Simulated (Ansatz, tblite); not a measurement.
# 2x2x4 MgO rock-salt block (Mg₈O₈): rung by rung

The task here is to estimate one member of a computed series from the others.

Method: as each input shows; program: Ansatz 0.2.0, Gaussian basis.

Levels to be run: GFN1-xTB, GFN2-xTB, PBE-D4/def2-SVP, r2SCAN-D4/def2-SVP, MP2/def2-SVP, RPA/def2-SVP.

5 further runs of the same task are left out: 5 that didn't finish.

## The relaxed structure

The singlet was relaxed beforehand with r2SCAN-D4/def2-SVP.

16 atoms, charge 0, spin multiplicity 1.

Bond lengths: Mg1–O2 1.931 Å, Mg1–O5 1.948 Å, Mg1–O9 1.948 Å, O2–Mg3 1.936 Å, O2–Mg6 2.117 Å, O2–Mg10 2.117 Å, Mg3–O4 1.964 Å, Mg3–O7 2.117 Å, Mg3–O11 2.117 Å, O4–Mg8 1.948 Å, O4–Mg12 1.948 Å, O5–Mg6 1.964 Å, O5–Mg13 1.948 Å, Mg6–O7 1.936 Å, Mg6–O14 2.117 Å, O7–Mg8 1.931 Å, O7–Mg15 2.117 Å, Mg8–O16 1.948 Å and more. Angles: O2–Mg1–O5 96.1°, O2–Mg1–O9 96.1°, O5–Mg1–O9 94.9°, Mg1–O2–Mg3 171.5°, Mg1–O2–Mg6 84.9°, Mg1–O2–Mg10 84.9°, Mg3–O2–Mg6 88.9°, Mg3–O2–Mg10 88.9°, Mg6–O2–Mg10 87.3°, O2–Mg3–O4 178.7°, O2–Mg3–O7 91.0°, O2–Mg3–O11 91.0°, O4–Mg3–O7 89.9°, O4–Mg3–O11 89.9°, O7–Mg3–O11 92.7°, Mg3–O4–Mg8 88.8°, Mg3–O4–Mg12 88.8°, Mg8–O4–Mg12 85.0° and more.

Coordinates:

```mol
Mg8O8
  3D, bonds by distance, orders not assigned

 16 28  0  0  0  0  0  0  0  0999 V2000
   -0.9358   -0.9290   -2.8768 Mg  0  0
   -1.0866   -1.0810   -0.9579 O   0  0
   -1.0344   -1.0308    0.9765 Mg  0  0
   -1.0137   -1.0121    2.9403 O   0  0
   -1.0156    1.0165   -2.9381 O   0  0
   -1.0320    1.0353   -0.9743 Mg  0  0
   -1.0799    1.0857    0.9602 O   0  0
   -0.9256    0.9330    2.8788 Mg  0  0
    1.0093   -1.0171   -2.9400 O   0  0
    1.0299   -1.0355   -0.9763 Mg  0  0
    1.0819   -1.0855    0.9582 O   0  0
    0.9318   -0.9324    2.8770 Mg  0  0
    0.9296    0.9284   -2.8790 Mg  0  0
    1.0846    1.0808   -0.9605 O   0  0
    1.0364    1.0311    0.9741 Mg  0  0
    1.0200    1.0127    2.9379 O   0  0
  1  2  8  0
  1  5  8  0
  1  9  8  0
  2  3  8  0
  2  6  8  0
  2 10  8  0
  3  4  8  0
  3  7  8  0
  3 11  8  0
  4  8  8  0
  4 12  8  0
  5  6  8  0
  5 13  8  0
  6  7  8  0
  6 14  8  0
  7  8  8  0
  7 15  8  0
  8 16  8  0
  9 10  8  0
  9 13  8  0
 10 11  8  0
 10 14  8  0
 11 12  8  0
 11 15  8  0
 12 16  8  0
 13 14  8  0
 14 15  8  0
 15 16  8  0
M  END
```

PBE0-D4/def2-SVP was run before; its log isn't repeated, and its numbers join the tables.

The first run:

Tight binding, by tblite at 300 K electronic temperature and without a spin-polarisation term:

```python
tblite.interface.Calculator('GFN1-xTB', numbers, positions, charge=0, uhf=0).singlepoint()
```

Tight binding, by tblite at 300 K electronic temperature and without a spin-polarisation term:

```python
tblite.interface.Calculator('GFN2-xTB', numbers, positions, charge=0, uhf=0).singlepoint()
```

start.molden holds the orbitals of an earlier run on this state, given as this run's starting guess.

Contents of in.yaml:

```yaml
crystal:
  periodic: [false, false, false]
  atoms:
    - {symbol: Mg, position_ang: [-0.935765, -0.928980, -2.876830]}
    - {symbol: O, position_ang: [-1.086649, -1.080999, -0.957923]}
    - {symbol: Mg, position_ang: [-1.034352, -1.030842, 0.976498]}
    - {symbol: O, position_ang: [-1.013664, -1.012115, 2.940272]}
    - {symbol: O, position_ang: [-1.015563, 1.016500, -2.938108]}
    - {symbol: Mg, position_ang: [-1.032001, 1.035284, -0.974292]}
    - {symbol: O, position_ang: [-1.079883, 1.085713, 0.960242]}
    - {symbol: Mg, position_ang: [-0.925590, 0.932992, 2.878826]}
    - {symbol: O, position_ang: [1.009287, -1.017128, -2.940036]}
    - {symbol: Mg, position_ang: [1.029903, -1.035492, -0.976266]}
    - {symbol: O, position_ang: [1.081926, -1.085513, 0.958152]}
    - {symbol: Mg, position_ang: [0.931762, -0.932394, 2.877018]}
    - {symbol: Mg, position_ang: [0.929619, 0.928371, -2.879015]}
    - {symbol: O, position_ang: [1.084578, 1.080812, -0.960471]}
    - {symbol: Mg, position_ang: [1.036421, 1.031064, 0.974060]}
    - {symbol: O, position_ang: [1.019960, 1.012735, 2.937874]}
basis:
  gaussian: {orbitals: def2-SVP, initial_orbitals: start.molden}
hamiltonian: {xc: pbe, dispersion: d4}
scf: {omitted_lower_state_checks: [starts]}
output: {orbitals: {seedname: orbitals}}
```

Run with:

```console
$ ansatz run in.yaml --threads 4 --pin off --events-out ev --progress --plain --max-ram 6963MiB
```

Steps of the session up to this table: PBE-D4/def2-SVP; r2SCAN-D4/def2-SVP; MP2/def2-SVP; RPA/def2-SVP.

One table of the session follows, with a row left open; its other results are not shown here.

It belongs to the step «Binding energy». 

| level | binding an atom (eV) |
| --- | --- |
| HF/def2-SVP | 2.683 |
| PBE-D4/def2-SVP | ? |
| r2SCAN-D4/def2-SVP | 4.212 |
| PBE0-D4/def2-SVP | 3.997 |
| RPA/def2-SVP | 3.494 |
| MP2/def2-SVP | 4.068 |

Estimate the missing values for PBE-D4/def2-SVP.

As computed: binding an atom (eV): 4.171. In the column «binding an atom (eV)» it lies between MP2/def2-SVP (4.068) and r2SCAN-D4/def2-SVP (4.212).

Limits of these values: Free atoms were run apart at each level; binding is atoms less cluster, divided by the number of atoms, without zero-point or spin-orbit terms.
